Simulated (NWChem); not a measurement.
# CH6AlFSi (SMILES C[SiH2][AlH][F]) at MP2/6-31G(d) (spherical functions)

What is the vertical singlet–triplet gap of CH6AlFSi at MP2/6-31G* (spherical functions)? 

Program for the calculation: NWChem 7.3.0.

1 further run of the same task is left out (set aside as unsound or not needed). Runs told in other sessions of the task aren't counted.

**1. Starting point**

CH6AlFSi: 10 atoms, total charge 0, spin state singlet. SMILES: `C[SiH2][AlH][F]`. The shape is that of a PBE0-D4/def2-TZVP optimisation. This is one conformer, not always the lowest.

Bond lengths: C1–Si2 1.882 Å, Si2–Al3 2.453 Å, Al3–F4 1.655 Å, C1–H5 1.092 Å, C1–H6 1.092 Å, C1–H7 1.092 Å, Si2–H8 1.493 Å, Si2–H9 1.493 Å, Al3–H10 1.586 Å. Some angles: C1–Si2–Al3 113.1°, Si2–Al3–F4 117.3°, C1–Si2–H8 109.7°, C1–Si2–H9 109.6°, Al3–Si2–H8 109.0°, Al3–Si2–H9 108.9°, Si2–C1–H5 110.6°, Si2–C1–H6 111.0°, Si2–C1–H7 111.0°, Si2–Al3–H10 127.4°.

**2. Energy and forces at MP2/6-31G(d) (spherical functions)**

work.nw reads:

```
start work
title "CH6AlFSi"
memory total 2200 mb
charge 0

geometry units atomic noautosym nocenter noautoz
 C      0.39551968     2.87635213    -1.03878245
 Si    -0.92086354     0.35092214     1.09245067
 Al     0.60565722    -3.89642630     0.03495993
 F     -0.51268270    -6.28220553     1.71983975
 H     -0.32314317     4.73357497    -0.49662003
 H     -0.13209186     2.53374479    -3.00447557
 H      2.45626602     2.93115419    -0.93598135
 H     -3.73920108     0.37416577     0.96300443
 H     -0.24415262     0.92672169     3.77094848
 H      2.57210623    -4.64475784    -2.09948572
end

basis spherical bse
 * library 6-31G*
end

scf
 thresh 1e-08
 maxiter 80
 noprint "final vectors analysis"
end

mp2
 freeze core 12
 tight
end

task mp2 gradient
```

The run is started by

```
$ nwchem work.nw > work.out
```

Log:

```text
[...]
  functions       =    76
[...]
  wavefunction    = RHF
[...]
         Total SCF energy =   -671.687531432868
      One-electron energy =  -1315.316627515075
      Two-electron energy =    451.687849938826
 Nuclear repulsion energy =    191.941246143381
        Time for solution =     20.6s
[...]
          Total MP2 energy          -672.120421953825
[...]
                         mp2 ENERGY GRADIENTS
    atom               coordinates                        gradient
                 x          y          z           x          y          z
   1 C       0.395520   2.876352  -1.038782   -0.000748  -0.002080   0.001296
   2 Si     -0.920864   0.350922   1.092451    0.001617   0.004132  -0.002874
   3 Al      0.605657  -3.896426   0.034960   -0.002133  -0.008034   0.003714
   4 F      -0.512683  -6.282206   1.719840    0.003322   0.008465  -0.005232
   5 H      -0.323143   4.733575  -0.496620   -0.000164  -0.001006   0.000411
   6 H      -0.132092   2.533745  -3.004476    0.000052  -0.000392   0.000952
   7 H       2.456266   2.931154  -0.935981   -0.000796  -0.000509   0.000206
   8 H      -3.739201   0.374166   0.963004   -0.000067  -0.000475   0.000101
   9 H      -0.244153   0.926722   3.770948    0.000014  -0.000411   0.000172
  10 H       2.572106  -4.644758  -2.099486   -0.001098   0.000310   0.001255
[...]
```

Run time: 59 s. Hardware: 1 thread of Intel Xeon Platinum 8259CL at 2.50GHz (Skylake/Cascade Lake), shared host; peak memory 0.2 GiB.

**3. The triplet: a single-point energy at UMP2/6-31G(d) (spherical functions)**

ch6alfsi.xyz reads:

```xyz
10
CH6AlFSi energy
C      0.209300     1.522100    -0.549700
Si    -0.487300     0.185700     0.578100
Al     0.320500    -2.061900     0.018500
F     -0.271300    -3.324400     0.910100
H     -0.171000     2.504900    -0.262800
H     -0.069900     1.340800    -1.589900
H      1.299800     1.551100    -0.495300
H     -1.978700     0.198000     0.509600
H     -0.129200     0.490400     1.995500
H      1.361100    -2.457900    -1.111000
```

run.py reads:

```python
from ase.io import read
from ase.calculators.nwchem import NWChem

atoms = read('ch6alfsi.xyz')

calc = NWChem(
    label='ch6alfsi',
    theory='mp2',
    memory='2200 mb',
    basis='6-31G*',
    basispar='spherical bse',
    scf={'nopen': '2', 'uhf': None, 'thresh': '1e-08', 'maxiter': '80', 'print': 'low'},
    mp2={'freeze': 'core 12', 'tight': None},
    task='energy',
)
atoms.calc = calc

print(f"energy = {atoms.get_potential_energy():.6f} eV")
```

The run is started by

```
$ export ASE_NWCHEM_COMMAND="nwchem PREFIX.nwi > PREFIX.nwo"
$ python run.py
```

Log:

```text
energy = -18284.941196 eV
```

The calculator wrote ch6alfsi.nwi:

```
title "ch6alfsi"

permanent_dir ch6alfsi

scratch_dir ch6alfsi

start ch6alfsi

geometry units angstrom nocenter noautosym noautoz
  C  2.0930000000000001e-01 1.5221000000000000e+00 -5.4969999999999997e-01
  Si -4.8730000000000001e-01 1.8570000000000000e-01 5.7809999999999995e-01
  Al 3.2050000000000001e-01 -2.0619000000000001e+00 1.8499999999999999e-02
  F  -2.7129999999999999e-01 -3.3243999999999998e+00 9.1010000000000002e-01
  H  -1.7100000000000001e-01 2.5049000000000001e+00 -2.6279999999999998e-01
  H  -6.9900000000000004e-02 1.3408000000000000e+00 -1.5899000000000001e+00
  H  1.2998000000000001e+00 1.5510999999999999e+00 -4.9530000000000002e-01
  H  -1.9786999999999999e+00 1.9800000000000001e-01 5.0960000000000005e-01
  H  -1.2920000000000001e-01 4.9040000000000000e-01 1.9955000000000001e+00
  H  1.3611000000000000e+00 -2.4579000000000000e+00 -1.1110000000000000e+00
end

memory 2200 mb

basis spherical bse noprint
   * library 6-31G*
end

scf
  nopen 2
  uhf
  thresh 1e-08
  maxiter 80
  print low
end
mp2
  freeze core 12
  tight
end

task mp2 energy
```

ch6alfsi.nwo, cut to the lines that bear on the results:

```text
[...]
         Total SCF energy =   -671.534962294254
      One electron energy =  -1314.043390568236
      Two electron energy =    450.567168294835
 Nuclear repulsion energy =    191.941259979147
[... 34 lines left out ...]
 Semi-direct pass number   1 of   1  for UHF alpha       at       39.2s
 Done moints_semi at       42.7s
 Done maket at       42.8s
[...]
          Total MP2 energy          -671.959200455649
[...]
```

It took 48 s on 1 thread of Intel Xeon Platinum 8259CL at 2.50GHz (Skylake/Cascade Lake), shared host; peak memory 0.17 GiB.

**4. Summary of results**

Level: MP2/6-31G* (spherical functions), 12 core orbitals frozen.

| quantity | value |
| --- | --- |
| singlet: total energy | -672.12042 Eh |
| singlet: dipole moment (of the density that the program reports) | 2.04 D |
| singlet: correlation energy (12 core orbitals frozen) | -432.9 mEh |
| singlet: largest force on an atom | 0.539 eV/Å |
| triplet: total energy | -671.95920 Eh |
| triplet: correlation energy (12 core orbitals frozen) | -424.2 mEh |
| triplet: ⟨S²⟩ of the reference determinant | 2.005 |
| vertical energy of the triplet above the singlet | 4.387 eV |

What this shows: At this shape the triplet lies 4.39 eV (423 kJ/mol) above the singlet. The largest force (singlet) is 0.54 eV/Å: the shape isn't a stationary point for this species at this level. Mulliken charges (singlet) run from -0.79 on C1 to +0.91 on Al3; they depend strongly on the basis.
